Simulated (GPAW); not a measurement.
# SiBrF (SMILES F[Si]Br) at HCTH407/plane waves (scalar-relativistic datasets, plane-wave cutoff 520 eV)

Wanted: a geometry optimisation of SiBrF. 

Program for the calculation: GPAW 26.7.0.

4 further runs of the same task are left out: 2 for a known fault of the program, 2 set aside as unsound or not needed.

### Step 1. The system as given

SiBrF: 3 atoms, total charge 0, spin state singlet. SMILES: `F[Si]Br`. The shape is built from the SMILES string. The run starts from this shape.

Bond lengths: F1–Si2 1.686 Å, Si2–Br3 2.255 Å. Angles: F1–Si2–Br3 109.5°.

### Step 2. A structure relaxation at HCTH407/plane waves (scalar-relativistic datasets, plane-wave cutoff 520 eV)

The input, relax.py:

```python
from ase import Atoms
from ase.io import write
from ase.optimize import BFGS
from gpaw import GPAW, PW, setup_paths
from gpaw.atom.configurations import parameters
from gpaw.atom.generator import Generator
from rdkit import Chem
from rdkit.Chem import AllChem

rd = Chem.AddHs(Chem.MolFromSmiles('F[Si]Br'))
AllChem.EmbedMolecule(rd, randomSeed=360)
AllChem.UFFOptimizeMolecule(rd)
system = Atoms([a.GetSymbol() for a in rd.GetAtoms()], positions=rd.GetConformer().GetPositions())
write('start.xyz', system)
system.set_cell([12.0, 12.0, 12.0])
system.center()

for symbol in ['Br', 'F', 'Si']:
    Generator(symbol, xcname='HCTH407', scalarrel=True, nofiles=True, txt=None).run(**parameters[symbol])
setup_paths.insert(0, '.')

calc = GPAW(mode={'name': 'pw', 'ecut': 520},
            xc='HCTH407',
            maxiter=120,
            symmetry='off',
            txt='-')
system.calc = calc

opt = BFGS(system, trajectory='BrFSi.traj')
converged = opt.run(fmax=0.01, steps=100)
print('Converged:', converged)
print(f'Final energy            {system.get_potential_energy():.5f} eV')
write('relaxed.xyz', system)
```

Launch:

```console
python3 -u relax.py | tee relax.out
```

**Question.** What will come out? Wanted: energy as printed; dipole moment; HOMO energy; LUMO energy; HOMO–LUMO gap.

Answer, from the run:

At HCTH407/plane waves (scalar-relativistic datasets, plane-wave cutoff 520 eV):

```
                                                 quantity        value
   energy as printed (from the program's reference atoms)  -11.8734 eV
                                            dipole moment       1.17 D
HOMO energy (shifted to the vacuum level, unlike the log)     -7.00 eV
LUMO energy (shifted to the vacuum level, unlike the log)     -3.67 eV
                                            HOMO–LUMO gap      3.33 eV
```

In words: At the final geometry: Bond lengths: F1–Si2 1.632 Å, Si2–Br3 2.279 Å. Angles: F1–Si2–Br3 101.8°. The optimisation took 35 steps and changed the energy by -0.080 eV.
